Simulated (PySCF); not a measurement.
# A diatomic session: TlP

Aim: find the lowest electronic state of TlP, scan its bond at several levels of theory, and get bond length, wavenumber and dissociation energy from each curve.

Program: PySCF 2.14.0. Level of theory: Tl x2c-TZVPPall, P x2c-TZVPPall, spin-free X2C with a Gaussian nucleus. These are calculated values, not measurements.

### Step 1. Input

Settings of the job:

| Quantity | Value |
| --- | --- |
| atoms | Tl, P |
| charge | 0 |
| basis | Tl x2c-TZVPPall, P x2c-TZVPPall |
| Hamiltonian | spin-free X2C with a Gaussian nucleus |
| basis functions | 125 |
| electrons treated | 96 |
| masses in u | 204.9744, 30.9738 |
| levels | PBE0, PBE, r²SCAN, B2PLYP, r²SCANh, B97-3, B3LYP, ωB97M-V, HF, MP2, SCS-MP2, CCSD, CCSD(T) |
| grid | 80 radial by 434 angular points |
| occupations | held fixed by the projection of orbital angular momentum |
| dissociation limit | Tl + P, each in its ground configuration |
| starting distance in angstrom | 2.495 |
| values of 2S to try | 0, 2, 4 |

On the command line:

```
> OMP_NUM_THREADS=2 python dia.py task.json out
```

The runs that follow: First curve: PBE0; Excited determinants; PBE; r²SCAN (meta-GGA); B2PLYP; r²SCANh (hybrid meta-GGA); B97-3 (global hybrid GGA); B3LYP (global hybrid GGA); ωB97M-V (range-separated hybrid); UHF; MP2 and coupled cluster.

Q: Predict the outcome of this session. Wanted: for each run, Re; ωe; De; μ.

**Answer**, as computed:

Lowest PBE0 solution found, without spin–orbit coupling: triplet, unpaired electrons π ↑↑. State 2 has its PBE0 minimum 0.28 eV higher. State 3 has its PBE0 minimum 0.30 eV higher, as a spin-mixed determinant (⟨S²⟩ = 1.01), so this is no gap between pure states. State 4 has its PBE0 minimum 0.50 eV higher, as a spin-mixed determinant (⟨S²⟩ = 1.02), so this is no gap between pure states. The other levels ran on the lowest alone.

| level | Re (Å) | ωe (cm⁻¹) | De (eV) | μ (D) |
| --- | --- | --- | --- | --- |
| UHF | 2.742 | 227.0 | 0.69 | -3.26 |
| UHF-MP2 | 2.705 | 236.4 | 1.51 | n/a |
| UHF-SCS-MP2 | 2.728 | 231.3 | 1.52 | n/a |
| UHF-CCSD | 2.723 | 232.0 | 1.48 | n/a |
| UHF-CCSD(T) | 2.726 | 230.4 | 1.58 | n/a |
| PBE | 2.724 | 226.8 | 2.05 | -2.65 |
| r²SCAN | 2.695 | 235.4 | 1.93 | -2.73 |
| r²SCANh | 2.691 | 237.4 | 1.87 | -2.76 |
| B3LYP | 2.735 | 225.4 | 1.89 | -2.83 |
| PBE0 | 2.701 | 235.7 | 1.90 | -2.80 |
| B97-3 | 2.738 | 227.2 | 2.00 | -3.12 |
| ωB97M-V | 2.673 | 245.8 | 1.86 | -2.66 |
| B2PLYP | 2.722 | 230.7 | 1.77 | -3.00 |

De is counted to Tl + P in their ground configurations. A positive dipole means Tl(−)P(+).

Differences from CCSD(T) in the same basis:

| level | Re (mÅ) | ωe (%) |
| --- | --- | --- |
| UHF | +17 | -1.5 |
| UHF-MP2 | -21 | +2.6 |
| UHF-SCS-MP2 | +3 | +0.4 |
| UHF-CCSD | -3 | +0.7 |
| PBE | -2 | -1.6 |
| r²SCAN | -31 | +2.2 |
| r²SCANh | -35 | +3.0 |
| B3LYP | +9 | -2.2 |
| PBE0 | -25 | +2.3 |
| B97-3 | +12 | -1.4 |
| ωB97M-V | -52 | +6.7 |
| B2PLYP | -4 | +0.1 |

What this shows: Judged by CCSD(T) in the same basis: best bond length PBE (-2 mÅ), worst ωB97M-V (-52 mÅ); best wavenumber B2PLYP (+0.1 %), worst ωB97M-V (+6.7 %). Among the levels with a De in the table, it runs from 0.69 eV (UHF) to 2.05 eV (PBE).

Correlated steps freeze 39 core orbitals. These are scalar-relativistic numbers at best; spin–orbit coupling would shift them, the dissociation energy most. B2PLYP dipoles, levels and charges come from its SCF part alone. With spin–orbit coupling the term label itself may not hold.
